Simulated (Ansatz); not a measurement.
# CH6AlBFNO: how energies converge with the basis set

One table from this session's results is given with a row withheld; the runs are named, their logs left out.

Program: Ansatz 0.2.0, Gaussian basis. Level of theory: one geometry, several basis sets. These are calculated values, not measurements.

Plan: PBE0-D4/def2-SVP; ωB97M-V/def2-SVP; PBE0-D4/def2-QZVPP; ωB97M-V/def2-QZVPP; the functionals' def2-TZVPP values are taken from earlier runs.

### Structure used throughout

An earlier PBE0-D4 in a triple-zeta def2 set relaxation fixed the geometry.

12 atoms, charge 0, spin multiplicity 1.

Atoms are counted from 1 here; the program's logs count them from 0.

Bond lengths: B1–Al2 2.125 Å, B1–H7 1.201 Å, B1–H8 1.203 Å, Al2–O3 1.811 Å, Al2–N5 2.069 Å, Al2–H9 1.597 Å, O3–C4 1.323 Å, C4–N5 1.501 Å, C4–F6 1.386 Å, C4–H10 1.098 Å, N5–H11 1.014 Å, N5–H12 1.014 Å. Angles: Al2–B1–H7 122.7°, Al2–B1–H8 123.7°, H7–B1–H8 113.6°, B1–Al2–O3 117.5°, B1–Al2–N5 114.6°, B1–Al2–H9 121.9°, O3–Al2–N5 70.8°, O3–Al2–H9 114.6°, N5–Al2–H9 105.1°, Al2–O3–C4 99.3°, O3–C4–N5 106.0°, O3–C4–F6 112.7°, O3–C4–H10 114.9°, N5–C4–F6 105.0°, N5–C4–H10 111.8°, F6–C4–H10 106.0°, Al2–N5–C4 83.3°, Al2–N5–H11 115.6° and more.

The first run:

The input, in.yaml:

```yaml
crystal:
  periodic: [false, false, false]
  atoms:
    - {symbol: B, position_ang: [-1.370587, -1.417560, 1.434842]}
    - {symbol: Al, position_ang: [0.468664, -0.591101, 0.763903]}
    - {symbol: O, position_ang: [0.619928, 1.213883, 0.749701]}
    - {symbol: C, position_ang: [0.481839, 1.430974, -0.548229]}
    - {symbol: N, position_ang: [0.448912, 0.076741, -1.193930]}
    - {symbol: F, position_ang: [-0.736107, 2.010566, -0.865758]}
    - {symbol: H, position_ang: [-1.734037, -1.349314, 2.577477]}
    - {symbol: H, position_ang: [-2.137527, -2.008384, 0.720734]}
    - {symbol: H, position_ang: [1.852748, -1.372410, 0.923284]}
    - {symbol: H, position_ang: [1.249189, 2.077404, -0.993604]}
    - {symbol: H, position_ang: [1.288958, -0.111837, -1.729181]}
    - {symbol: H, position_ang: [-0.355079, -0.014162, -1.805138]}
basis:
  gaussian: {orbitals: def2-SVP}
hamiltonian: {xc: pbe0, dispersion: d4}
output: {orbitals: {seedname: orbitals}}
```

Among the steps run: PBE0-D4 in def2-SVP; ωB97M-V in def2-SVP; PBE0-D4 in def2-QZVPP; ωB97M-V in def2-QZVPP.

One of the session's tables, all rows but one given; the rest of the session is left out.

It belongs to the step «Density functionals: the series». 

```
functional       basis  HOMO (eV)  LUMO (eV)
   PBE0-D4    def2-SVP          ?          ?
   PBE0-D4  def2-TZVPP      -6.97      -2.03
   PBE0-D4  def2-QZVPP      -6.99      -2.06
   ωB97M-V    def2-SVP      -9.03       0.10
   ωB97M-V  def2-TZVPP      -9.12      -0.10
   ωB97M-V  def2-QZVPP      -9.14      -0.18
```

Q: Estimate the row for PBE0-D4, def2-SVP from the others.

The run gave: HOMO (eV): -6.92; LUMO (eV): -1.96. In the column «HOMO (eV)» it is the highest.
